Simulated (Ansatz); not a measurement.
ZnS, space group F-43m, a dielectric-dependent hybrid calculation

Program: Ansatz 0.2.0 through its Python package.

`run_ddh.py`
```python
'''A hybrid whose exact exchange is one over the dielectric constant of ZnS.'''

import warnings

import ansatz as az
import numpy as np


def count_gap(report):
    # lowest empty less highest filled band, counting bands; zero where they overlap
    return max(report.get('gap_by_band_count_ev') or 0.0, 0.0)


def main() -> None:
    warnings.simplefilter('ignore', az.DeckWarning)

    system = (
        az.Lattice.fcc(5.404)
        .space_group(216)
        .atom('Zn', (0.25, 0.25, 0.75))
        .atom('S', (0.0, 0.0, 0.0))
        .primitive()
    )

    calc = (
        system.calculation()
        .basis(550)
        .kpoints(mesh=(4, 4, 4))
        .occupations('fixed')
        .band_table()
    )
    semilocal = calc.functional('pbe').run(threads=1).report
    hybrid = calc.functional(exchange='pbe', correlation='pbe', exact_fraction='inverse_dielectric').run(threads=1).report
    alpha = hybrid['hybrid']['exact_exchange_fraction']
    print(f'fraction of exact exchange {alpha:.4f}, so eps_inf = {1 / alpha:.2f}')
    print(f'gap by band count: {count_gap(semilocal):.3f} eV semilocal, {count_gap(hybrid):.3f} eV hybrid')


if __name__ == '__main__':
    main()
```

```console
$ python run_ddh.py
fraction of exact exchange 0.1686, so eps_inf = 5.93
gap by band count: 2.101 eV semilocal, 3.404 eV hybrid
```

The fraction is 0.1686, one over a mean dielectric constant (a third of the trace) of 5.93. It opens the gap from 2.101 to 3.404 eV, by 1.30 eV.

Reading the output:
- The k-point mesh is coarse, and energy and stress weren't tested for convergence.
- Of the deposited cell: the entry's cell lengths or inner coordinates differ somewhat from later room-temperature determinations.
- The starting cell is as deposited in a crystallographic database; the results hold for this polymorph, which needn't be the stable one.
- Gaps and levels are Kohn-Sham values on a finite set of k-points.
- The gaps are those of a coarse mesh; the run finds the dielectric constant of the semilocal functional on meshes of its own.
- Finished in 30 s on 1 thread of Arm Neoverse V1, on a shared host, peak memory 0.9 GiB.
